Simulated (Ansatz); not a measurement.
**CuSnTe6 (element-swapped structure): how the settings move a single-point run**

How sensitive is a single-point run of CuSnTe6 (element-swapped structure) to its settings? A reference run comes first, then three runs with altered input.

Program: Ansatz 0.2.0. Level of theory: reference: DFT r2SCAN, plane waves, PAW, scalar-relativistic, no spin polarisation. These are calculated values, not measurements.

1 further run of the same task is left out (for a known fault of the program).

**1. The starting structure**

It takes space group P-1 (No. 2, triclinic). The conventional cell has a = 6.683 Å, b = 6.768 Å, c = 7.115 Å, α = 62.46°, β = 89.83°, γ = 61.62°. Around Te (site symmetry 1) lie 1 Cu at 2.56 Å and 1 Sn at 2.58 Å. Te (site symmetry 1) is surrounded by 1 Sn at 2.52 Å and 1 Cu at 2.84 Å. Sn (site symmetry -1) has 6 Te at 2.52 to 2.59 Å as nearest neighbours. Cu (site symmetry -1) has 6 Te at 2.55 to 2.84 Å as nearest neighbours. Te (site symmetry 1) is surrounded by 1 Cu at 2.55 Å and 1 Sn at 2.59 Å.

As a file:

```cif
data_structure
_symmetry_space_group_name_H-M 'P 1'
_symmetry_Int_Tables_number 1
_cell_length_a 7.1151
_cell_length_b 6.6833
_cell_length_c 6.7675
_cell_angle_alpha 61.623
_cell_angle_beta 62.464
_cell_angle_gamma 89.831
_cell_volume 241.18
loop_
_atom_site_label
_atom_site_type_symbol
_atom_site_fract_x
_atom_site_fract_y
_atom_site_fract_z
_atom_site_occupancy
Te1 Te 0.74800 0.24700 0.12300 1
Te2 Te 0.25200 0.75300 0.87700 1
Te3 Te 0.73700 0.61000 0.52900 1
Te4 Te 0.26300 0.39000 0.47100 1
Sn1 Sn 0.50000 0.50000 0.00000 1
Cu1 Cu 0.00000 0.00000 0.00000 1
Te5 Te 0.25000 0.13300 0.11400 1
Te6 Te 0.75000 0.86700 0.88600 1
```

**2. Reference**

File input.yaml:

```yaml
crystal:
  lattice:
    - [3.937076, 1.971765, 5.58896]
    - [-2.964291, 5.989904, 0.0]
    - [-3.267231, 1.971765, 5.58896]
  atoms:
    - { symbol: Te, position: [0.748, 0.247, 0.123] }
    - { symbol: Te, position: [0.252, 0.753, 0.877] }
    - { symbol: Te, position: [0.737, 0.61, 0.529] }
    - { symbol: Te, position: [0.263, 0.39, 0.471] }
    - { symbol: Sn, position: [0.5, 0.5, 0.0] }
    - { symbol: Cu, position: [0.0, 0.0, 0.0] }
    - { symbol: Te, position: [0.25, 0.133, 0.114] }
    - { symbol: Te, position: [0.75, 0.867, 0.886] }
kpoints:
  mp_grid: { grid: [3, 3, 4], shift: [0.0, 0.5, 0.0] }
magnetization:
  spin_polarized: false
scf:
  occupations: { method: fermi_dirac, width: 0.0858 }
hamiltonian:
  pseudopotentials: { kind: paw }
  xc: r2scan
basis:
  ecutwfc: 500
output:
  forces: true
  stress: true
  eigenvalues: true
  write_density: true
  write_potential: true
  elf: true
  volumetric_format: npy
```

Command:

```console
$ ansatz run input.yaml --threads 1 --pin off --max-ram 2560MiB --backend cpu --events-out ev --progress --plain --runs-dir out
```

Standard output, shortened:

```text
Warning: RAYON_NUM_THREADS=1 ignored (pool sized by the plan → 1); use --threads N
[...]
Pseudopotentials: kind: paw
Pseudopotential: Te, paw, valence charge 16, recommended cutoff 500 eV (meta_gga), Te.paw.azcp
Pseudopotential: Sn, paw, valence charge 14, recommended cutoff 500 eV (meta_gga), Sn.paw.azcp
Pseudopotential: Cu, paw, valence charge 19, recommended cutoff 500 eV (meta_gga), Cu.paw.azcp
Functional definition: r2SCAN
[...]
Crystal: 8 atoms, lattice volume = 241.181 Å³
Basis set: ecut = 500 eV, 6119 PW (Γ), exchange–correlation on 216×200×200 points (64 copies of the dense FFT grid, shifted against one another)
Bands: 78, of which v1, the nominal top of the filled ones, is band 65 counted from 1 (64 counted from 0)
Symmetry: 2 space group operations
Space group: P-1 (ITA 2), of the structure as read, at distance tolerance 6.2e-5 Å
k-points: 19 of 36
[...]
SCF iter   1: F=—  HF=-54632.500226 eV  |F-HF|=—  |Δ(HF+E_count)|=         —  Δρ=1.10e-2  dr2=1.87e-1  dr2_τ=1.86e-2  ethr=1.77e-3  ⟨swp⟩=7.4  Hψ=6200  notcnv=0  defer=41
[...]
SCF iter   9: F=-54632.556679 eV  HF=-54632.556679 eV  |F-HF|=5.82e-10  |Δ(HF+E_count)|=   4.44e-9  Δρ=2.94e-6  dr2=2.01e-8  dr2_τ=7.30e-10  ethr=7.75e-11  ⟨swp⟩=15.9  Hψ=12441  notcnv=0
[...]
SCF converged after 9 iterations
Free energy (F): -54632.556679 eV
[...]
E sigma→0 (E₀):  -54632.450175 eV
Entropy (-TS):   -0.213009 eV (-26.626 meV/atom)
Fermi energy:    8.803595 eV
[...]
--- Forces (eV/Å), atoms counted from 1 ---
  atom   1  Te     1.23390293    -0.87209915     2.88478828
  atom   2  Te    -1.23390293     0.87209915    -2.88478828
  atom   3  Te     3.44349970     0.14339134    -2.07939713
  atom   4  Te    -3.44349970    -0.14339134     2.07939713
  atom   5  Sn     0.00000000     0.00000000     0.00000000
  atom   6  Cu     0.00000000     0.00000000     0.00000000
  atom   7  Te    -0.27027848    -3.02083334    -0.31302816
  atom   8  Te     0.27027848     3.02083334     0.31302816
[...]
--- Stress (GPa, compression-positive) ---
       12.303268      -0.467020      -0.605506
       -0.467020      10.645367       0.062517
       -0.605507       0.062518      11.847726
  P = ⅓ Tr σ = 11.5988 GPa (115.988 kbar)
--- Band table (eV; the first three rows and the last of 19) ---
[...]
```

Run time: 29 s. Hardware: 1 thread of AMD EPYC 9R45 (Zen 5), shared host; peak memory 1.3 GiB.

**3. Variant: chi_scale 0.3, xc_grid 4**

input.yaml, as its differences from that of step 2:

```diff
@@ -20,2 +20,3 @@
   occupations: { method: fermi_dirac, width: 0.0858 }
+  initial_density: { chi_scale: 0.3 }
 hamiltonian:
@@ -25,2 +26,3 @@
   ecutwfc: 500
+  xc_grid: 4
 output:
@@ -29,5 +31 @@
   eigenvalues: true
-  write_density: true
-  write_potential: true
-  elf: true
-  volumetric_format: npy
```

Command:

```console
$ ansatz run input.yaml --threads 1 --pin off --max-ram 2560MiB --backend cpu --events-out ev --progress --plain --runs-dir out
```

Standard output, shortened:

```text
Warning: RAYON_NUM_THREADS=1 ignored (pool sized by the plan → 1); use --threads N
[...]
[... 5 set-up lines as earlier in the session ...]
[...]
Crystal: 8 atoms, lattice volume = 241.181 Å³
Basis set: ecut = 500 eV, 6119 PW (Γ), exchange–correlation on 216×200×200 points (64 copies of the dense FFT grid, shifted against one another)
Bands: 78, of which v1, the nominal top of the filled ones, is band 65 counted from 1 (64 counted from 0)
[... 2 set-up lines as earlier in the session ...]
k-points: 19 of 36
[...]
SCF converged after 11 iterations
Free energy (F): -54632.556679 eV
[...]
E sigma→0 (E₀):  -54632.450174 eV
Entropy (-TS):   -0.213009 eV (-26.626 meV/atom)
Fermi energy:    8.803616 eV
[...]
--- Forces (eV/Å), atoms counted from 1 ---
  atom   1  Te     1.23388167    -0.87208011     2.88479217
  atom   2  Te    -1.23388167     0.87208011    -2.88479217
  atom   3  Te     3.44349334     0.14337281    -2.07938335
  atom   4  Te    -3.44349334    -0.14337281     2.07938335
  atom   5  Sn     0.00000000     0.00000000     0.00000000
  atom   6  Cu     0.00000000     0.00000000     0.00000000
  atom   7  Te    -0.27027523    -3.02082520    -0.31300179
  atom   8  Te     0.27027523     3.02082520     0.31300179
[...]
--- Stress (GPa, compression-positive) ---
       12.303207      -0.466994      -0.605509
       -0.466994      10.645320       0.062513
       -0.605509       0.062513      11.847676
  P = ⅓ Tr σ = 11.5987 GPa (115.987 kbar)
--- Band table (eV; the first three rows and the last of 19) ---
[...]
```

Wall time 26 s (1 thread of AMD EPYC 9R45 (Zen 5), shared host); peak memory 1.3 GiB.

Same state: the changed start leaves the energy within 0.5 meV/atom.

**4. Changed: mp_grid.grid [4, 4, 5], scf.algorithm direct_min**

input.yaml, as its differences from that of step 2:

```diff
@@ -15,3 +15,3 @@
 kpoints:
-  mp_grid: { grid: [3, 3, 4], shift: [0.0, 0.5, 0.0] }
+  mp_grid: { grid: [4, 4, 5], shift: [0.0, 0.5, 0.0] }
 magnetization:
@@ -20,2 +20,3 @@
   occupations: { method: fermi_dirac, width: 0.0858 }
+  algorithm: direct_min
 hamiltonian:
@@ -29,5 +30 @@
   eigenvalues: true
-  write_density: true
-  write_potential: true
-  elf: true
-  volumetric_format: npy
```

Command:

```console
$ ansatz run input.yaml --threads 1 --pin off --max-ram 2560MiB --backend cpu --events-out ev --progress --plain --runs-dir out
```

Standard output:

```text
Warning: RAYON_NUM_THREADS=1 ignored (pool sized by the plan → 1); use --threads N
Engine: ansatz 0.2.0, x86_64-unknown-linux-gnu
[... 5 set-up lines as earlier in the session ...]
  parameter k0 = 0.174
  parameter k1 = 0.065
  parameter a1 = 4.9479
  exchange = r2scan_x(k0 = k0, k1 = k1, a1 = a1)
  correlation = r2scan_c
Crystal: 8 atoms, lattice volume = 241.181 Å³
Basis set: ecut = 500 eV, 6119 PW (Γ), exchange–correlation on 216×200×200 points (64 copies of the dense FFT grid, shifted against one another)
Bands: 78, of which v1, the nominal top of the filled ones, is band 65 counted from 1 (64 counted from 0)
[... 2 set-up lines as earlier in the session ...]
k-points: 40 of 80
Non-local potential: Te, projectors of the file, l = 0: 2, l = 1: 2, l = 2: 2, l = 3: 2
Non-local potential: Sn, projectors of the file, l = 0: 2, l = 1: 2, l = 2: 2, l = 3: 2
Non-local potential: Cu, projectors of the file, l = 0: 3, l = 1: 2, l = 2: 3, l = 3: 1
PAW form: soft (Blöchl's): semilocal exchange-correlation on the pseudo side does not see the compensation charge
PAW frozen core: Te, regenerated for the run's functional (the file was generated under x = pbe(κ = 0.804, μ = 0.2195149727645171), c = pbe(β = 0.06672455060314922))
PAW frozen core: Sn, regenerated for the run's functional (the file was generated under x = pbe(κ = 0.804, μ = 0.2195149727645171), c = pbe(β = 0.06672455060314922))
PAW frozen core: Cu, regenerated for the run's functional (the file was generated under x = pbe(κ = 0.804, μ = 0.2195149727645171), c = pbe(β = 0.06672455060314922))
PAW one-centre angular grid: Te, 590 points (default); XC on 160 Gauss nodes
PAW one-centre angular grid: Sn, 590 points (default); XC on 249 of its mesh's 2787 points in the sphere
PAW one-centre angular grid: Cu, 590 points (default); XC on 160 Gauss nodes
Initial density: superposition of atomic densities (neutral atoms: chi_scale 0, normalization atom), corrected by the library's trained network
Initial wavefunctions: pseudopotential atomic-orbital guess
Functional: x = r2scan, c = r2scan; τ floored in thin density (d = 2e-4 eV/Å³)
SCF iter   1: F=—  HF=-54632.499788 eV  |F-HF|=—  |Δ(HF+E_count)|=         —  Δρ=1.09e-2  dr2=1.80e-1  dr2_τ=1.86e-2  ethr=1.77e-3  ⟨swp⟩=15.2  Hψ=13991  notcnv=3
preconditioner: auto → LDOS  [metal: Δε(μ)=0.005 eV  Ē_g=9.396 eV  σ=0.086 eV  W_gap=0.02  n_scr=58 (ndim 8)  ℏωp=17.1 eV  f_vac=0.052  D(μ)=8.58/eV (n_scr^D=60)  β→1.0]
SCF iter   2: F=—  HF=-54632.578603 eV  |F-HF|=—  |Δ(HF+E_count)|=   7.88e-2  Δρ=7.07e-3  dr2=6.94e-2  dr2_τ=6.09e-4  ethr=1.40e-4  ⟨swp⟩=5.6  Hψ=8459  notcnv=0  defer=37
SCF iter   3: F=—  HF=-54632.562289 eV  |F-HF|=—  |Δ(HF+E_count)|=   1.63e-2  Δρ=1.06e-3  dr2=1.22e-2  dr2_τ=4.27e-5  ethr=5.38e-5  ⟨swp⟩=3.4  Hψ=7011  notcnv=0  defer=12
iter 4 solved again at ethr=1.25e-7 eV; its pass at ethr=9.42e-6 eV (dr2=1.61e-4 eV) is discarded
SCF iter   4: F=—  HF=-54632.560015 eV  |F-HF|=—  |Δ(HF+E_count)|=   2.27e-3  Δρ=2.32e-4  dr2=1.91e-4  dr2_τ=3.25e-6  ethr=1.25e-7  ⟨swp⟩=4.0  Hψ=14649  notcnv=0
SCF iter   5: F=—  HF=-54632.559971 eV  |F-HF|=—  |Δ(HF+E_count)|=   4.39e-5  Δρ=3.94e-5  dr2=5.50e-6  dr2_τ=5.68e-8  ethr=1.25e-7  ⟨swp⟩=3.0  Hψ=6115  notcnv=0  defer=1
SCF iter   6: F=—  HF=-54632.559971 eV  |F-HF|=—  |Δ(HF+E_count)|=   2.70e-7  Δρ=4.38e-6  dr2=1.03e-7  dr2_τ=1.98e-9  ethr=4.26e-9  ⟨swp⟩=4.0  Hψ=7470  notcnv=0
SCF iter   7: F=-54632.559971 eV  HF=-54632.559971 eV  |F-HF|=4.06e-9  |Δ(HF+E_count)|=   1.73e-8  Δρ=1.15e-6  dr2=4.45e-9  dr2_τ=1.14e-10  ethr=7.96e-11  ⟨swp⟩=4.0  Hψ=8379  notcnv=0
SCF 1 converged in 7 iterations: F = -54632.559971 eV  dr2 = 4.45e-9
  Residual-converged pass: ⟨swp⟩=3.0  Hψ=6821  notcnv=0  max |occ|·‖R‖ = 6.5e-6 eV (tolerance 6.7e-6 eV)  dr2=4.56e-9  dr2_τ=1.09e-10  dr2_onsite=6.04e-10  max |Δocc| = 2.3e-10
SCF converged after 7 iterations
Stability not checked: this state was not tested for a lower state beside it, because a direct minimisation reached the state, and no test of it is asked (direct_minimisation; see scf.lower_state_search)
Free energy (F): -54632.559971 eV
Harris-Foulkes:  -54632.559971 eV  (|F-HF|=4.06e-9)
Internal energy: -54632.350211 eV  (E = F + TS)
E sigma→0 (E₀):  -54632.455091 eV
Entropy (-TS):   -0.209760 eV (-26.220 meV/atom)
Fermi energy:    8.805592 eV
--- Per-component energies (eV) ---
  E_band       = -2285.285406
  E_kinetic    = 1580.895674
  E_local      = -15705.536153  (includes V_loc(G=0)·N_el)
  E_nonlocal   = -1495.233113
  E_hartree    = 8695.276303
  E_xc         = -1150.991686
  E_vxc        = -901.747580  (∫ρ·V_xc dr)
  E_paw        = -33961.121949  (= ΣΔE_a)
  E_vpaw       = -3211.054183  (= ΣTr[D̂ρ^β])
  E_aug_tail   = -0.000077  (compensation charges beyond the density's cutoff)
  E_vtau       = 56.837888  (kinetic-family band-sum trace: ∫τ·v_τ [+ j·A + Jᵃ·Aᵃ] dr)
  E_ewald      = -12597.782555
  E_core_change = 2.143345  (= ΣΔE_core)
  E_smearing   = -0.209760  (= −TS)
  E_closure    = -0.000000  (closes the sum)
  Σ components = -54632.559971   (vs F -54632.559971, Δ=0.00e0)
--- Forces (eV/Å), atoms counted from 1 ---
  atom   1  Te     1.21602842    -0.83203804     2.90601727
  atom   2  Te    -1.21602842     0.83203804    -2.90601727
  atom   3  Te     3.39482115     0.13455609    -2.02560487
  atom   4  Te    -3.39482115    -0.13455609     2.02560487
  atom   5  Sn     0.00000000     0.00000000     0.00000000
  atom   6  Cu     0.00000000     0.00000000     0.00000000
  atom   7  Te    -0.31343293    -3.03762795    -0.31628305
  atom   8  Te     0.31343293     3.03762795     0.31628305
  max |Σ_I F_I| component: 0.00e0 eV/Å
--- Stress (GPa, compression-positive) ---
       12.482183      -0.253317      -0.740656
       -0.253317      10.565623      -0.089808
       -0.740655      -0.089808      11.805892
  P = ⅓ Tr σ = 11.6179 GPa (116.179 kbar)
--- Band table (eV; the first three rows and the last of 40) ---
  k-point 0: bands = ["-108.2649", "-64.1641", "-64.1472", "-63.9607", "-28.9755", "-28.9708", "-28.9652", "-28.9607", "-28.9459", "-28.9396", "-28.9233", "-28.9202", "-28.9087", "-28.9063", "-28.9057", "-28.9042", "-28.8911", "-28.8907", "-28.8778", "-28.8768", "-28.8690", "-28.8665", "-28.8121", "-28.8113", "-28.8110", "-28.8101", "-28.7886", "-28.7882", "-28.7877", "-28.7864", "-28.7588", "-28.7577", "-28.7576", "-28.7562", "-14.3402", "-14.3016", "-14.1024", "-14.0996", "-14.0966", "-5.3775", "-2.8576", "-2.7711", "-2.6108", "-1.8211", "-1.7358", "0.1049", "3.3516", "3.5674", "3.7579", "4.3414", "4.5433", "4.7059", "4.9587", "5.1681", "5.7272", "5.9900", "6.1004", "6.4236", "6.7635", "7.8125", "8.1715", "8.7589", "8.8899", "9.0367", "9.1049", "9.3716", "9.5045", "9.7542", "11.0996", "13.1788", "13.3716", "13.7476", "14.8862", "15.3186", "15.3538", "15.7214", "15.9473", "16.1128"]
  k-point 1: bands = ["-108.2649", "-64.1641", "-64.1472", "-63.9607", "-28.9755", "-28.9709", "-28.9652", "-28.9608", "-28.9456", "-28.9398", "-28.9233", "-28.9202", "-28.9086", "-28.9063", "-28.9057", "-28.9043", "-28.8910", "-28.8907", "-28.8778", "-28.8766", "-28.8689", "-28.8668", "-28.8122", "-28.8116", "-28.8108", "-28.8100", "-28.7886", "-28.7882", "-28.7877", "-28.7865", "-28.7587", "-28.7577", "-28.7576", "-28.7562", "-14.3401", "-14.3017", "-14.1024", "-14.0995", "-14.0966", "-5.3295", "-2.9252", "-2.7687", "-2.6868", "-1.8902", "-1.7374", "0.3041", "3.1974", "3.6391", "3.8068", "4.3370", "4.6518", "4.7386", "5.0228", "5.2418", "5.7564", "5.9945", "6.1882", "6.5050", "6.9533", "7.3986", "8.3476", "8.4818", "8.7310", "8.9145", "9.0274", "9.2028", "9.5653", "9.7547", "11.0601", "12.9028", "13.5576", "14.0233", "14.5675", "15.2087", "15.4759", "15.6132", "15.9287", "16.1870"]
  k-point 2: bands = ["-108.2649", "-64.1641", "-64.1472", "-63.9607", "-28.9754", "-28.9710", "-28.9652", "-28.9609", "-28.9452", "-28.9403", "-28.9234", "-28.9202", "-28.9084", "-28.9062", "-28.9058", "-28.9043", "-28.8909", "-28.8902", "-28.8777", "-28.8769", "-28.8685", "-28.8677", "-28.8121", "-28.8118", "-28.8107", "-28.8099", "-28.7888", "-28.7884", "-28.7873", "-28.7865", "-28.7587", "-28.7577", "-28.7576", "-28.7562", "-14.3400", "-14.3016", "-14.1024", "-14.0995", "-14.0966", "-5.1136", "-3.1510", "-2.8918", "-2.8364", "-2.2584", "-1.6869", "1.1284", "3.2696", "3.7478", "4.1258", "4.3029", "4.8630", "5.0227", "5.1379", "5.2645", "5.7820", "5.9686", "6.3298", "6.3972", "6.8968", "7.2446", "7.8702", "8.0122", "8.3827", "8.5435", "8.8204", "8.8918", "9.2239", "9.6927", "11.1755", "13.0394", "13.5820", "14.0652", "14.6658", "14.8850", "15.3670", "15.5323", "15.9908", "16.2561"]
  k-point 39: bands = ["-108.2649", "-64.1641", "-64.1472", "-63.9607", "-28.9752", "-28.9713", "-28.9649", "-28.9612", "-28.9455", "-28.9400", "-28.9210", "-28.9202", "-28.9103", "-28.9074", "-28.9047", "-28.9040", "-28.8915", "-28.8902", "-28.8774", "-28.8770", "-28.8685", "-28.8677", "-28.8120", "-28.8117", "-28.8107", "-28.8102", "-28.7886", "-28.7881", "-28.7876", "-28.7867", "-28.7592", "-28.7584", "-28.7566", "-28.7559", "-14.3400", "-14.3017", "-14.1024", "-14.0995", "-14.0965", "-4.9460", "-3.2841", "-3.0193", "-2.8770", "-2.4615", "-1.6516", "1.5972", "3.2836", "3.9631", "4.2480", "4.6029", "4.8280", "4.8641", "5.1394", "5.2400", "5.7729", "6.0520", "6.1929", "6.3149", "6.9296", "7.2612", "7.8064", "7.9656", "8.0792", "8.5329", "8.6695", "8.7570", "9.0606", "9.6330", "11.5637", "12.5488", "13.5889", "14.0757", "14.3206", "14.6469", "14.9266", "15.2750", "15.6924", "15.9435"]
```

It took 3.8 min on 1 thread of AMD EPYC 9R45 (Zen 5), shared host; peak memory 2.1 GiB.

Changing the k-point mesh and solver moves the energy by -0.4 meV/atom, and the largest force goes from 4.03 to 3.96 eV/Å. Sampling errors of the energy have no fixed sign.

**5. Variant: mp_grid.grid [2, 2, 3]**

input.yaml, as its differences from that of step 2:

```diff
@@ -15,3 +15,3 @@
 kpoints:
-  mp_grid: { grid: [3, 3, 4], shift: [0.0, 0.5, 0.0] }
+  mp_grid: { grid: [2, 2, 3], shift: [0.0, 0.5, 0.0] }
 magnetization:
@@ -29,5 +29 @@
   eigenvalues: true
-  write_density: true
-  write_potential: true
-  elf: true
-  volumetric_format: npy
```

Command:

```console
$ ansatz run input.yaml --threads 1 --pin off --max-ram 2560MiB --backend cpu --events-out ev --progress --plain --runs-dir out
```

Standard output, shortened:

```text
Warning: RAYON_NUM_THREADS=1 ignored (pool sized by the plan → 1); use --threads N
[...]
[... 5 set-up lines as earlier in the session ...]
[...]
Crystal: 8 atoms, lattice volume = 241.181 Å³
Basis set: ecut = 500 eV, 6119 PW (Γ), exchange–correlation on 216×200×200 points (64 copies of the dense FFT grid, shifted against one another)
Bands: 78, of which v1, the nominal top of the filled ones, is band 65 counted from 1 (64 counted from 0)
[... 2 set-up lines as earlier in the session ...]
k-points: 6 of 12
[...]
SCF converged after 9 iterations
Free energy (F): -54632.484028 eV
[...]
E sigma→0 (E₀):  -54632.375616 eV
Entropy (-TS):   -0.216824 eV (-27.103 meV/atom)
Fermi energy:    8.801293 eV
[...]
--- Forces (eV/Å), atoms counted from 1 ---
  atom   1  Te     1.06360938    -1.04562651     3.07838734
  atom   2  Te    -1.06360938     1.04562651    -3.07838734
  atom   3  Te     3.36998689     0.11855943    -2.00390741
  atom   4  Te    -3.36998689    -0.11855943     2.00390741
  atom   5  Sn     0.00000000     0.00000000     0.00000000
  atom   6  Cu     0.00000000     0.00000000     0.00000000
  atom   7  Te    -0.37342234    -2.86338757     0.02237936
  atom   8  Te     0.37342234     2.86338757    -0.02237936
[...]
--- Stress (GPa, compression-positive) ---
       12.081946      -0.471573      -2.220477
       -0.471573      11.444803      -0.812268
       -2.220477      -0.812268      11.461286
  P = ⅓ Tr σ = 11.6627 GPa (116.627 kbar)
--- Band table (eV; the first three rows and the last of 6) ---
[...]
```

Run time: 12 s. Hardware: 1 thread of AMD EPYC 9R45 (Zen 5), shared host; peak memory 1.2 GiB.

Changing the k-point mesh moves the energy by +9.1 meV/atom, and the largest force goes from 4.03 to 3.92 eV/Å. The energy is not variational in the mesh, so the sign tells nothing. These settings are too coarse to quote as the system's properties.

**6. All runs together**

```
                                                run     ending  energy change  pressure (GPa)  gap (eV)  force (eV/Å)  cycles     time
                                          reference  converged              0            11.6      0.00          4.03       9     29 s
                        1: chi_scale 0.3, xc_grid 4  converged   0.0 meV/atom            11.6      0.00          4.03      11     26 s
2: mp_grid.grid [4, 4, 5], scf.algorithm direct_min  converged  -0.4 meV/atom            11.6      0.00          3.96       7  3.8 min
                          3: mp_grid.grid [2, 2, 3]  converged  +9.1 meV/atom            11.7      0.00          3.92       9     12 s
```

Times don't compare one to one where runs were asked for different outputs or read a saved state (see the inputs); cycles may leave out searches for a lower state.

Residual by cycle in the longest SCF loop of each run; runs are numbered as in the table. The quantity is the density residual dr2, in eV.

```
cycle  reference    run 1   run 2    run 3
    1      0.187     6.21    0.18    0.225
    2     0.0683     6.75  0.0694   0.0867
    3     0.0575    0.346  0.0122   0.0561
    4     0.0191   0.0474  1.9e-4   0.0183
    5    0.00116   0.0271  5.5e-6  0.00131
    6     1.2e-5  0.00678  1.0e-7   1.8e-5
    7     3.4e-6   5.8e-5  4.5e-9   3.2e-6
    8     1.1e-6   4.8e-6       -   8.0e-7
    9     2.0e-8   1.2e-6       -   3.0e-8
   10          -   1.6e-7       -        -
   11          -   9.9e-9       -        -
```

**Reading.** Of the converged runs whose energies compare with the reference's, «mp_grid.grid [2, 2, 3]» moves the energy most (+9.1 meV/atom) and «chi_scale 0.3, xc_grid 4» least (0.0 meV/atom). Of the variants the dearest is «mp_grid.grid [4, 4, 5], scf.algorithm direct_min» (3.8 min), the cheapest «mp_grid.grid [2, 2, 3]» (12 s), on a shared host.

The reference is no final answer either: it is run without spin, though an odd electron count or open d shells could carry moments; its mesh is coarse for a cell with so small a gap or none; the cell is far from equilibrium (12 GPa, forces up to 4.0 eV/Å), so its values aren't those of the relaxed material; the structure is made up and not relaxed.
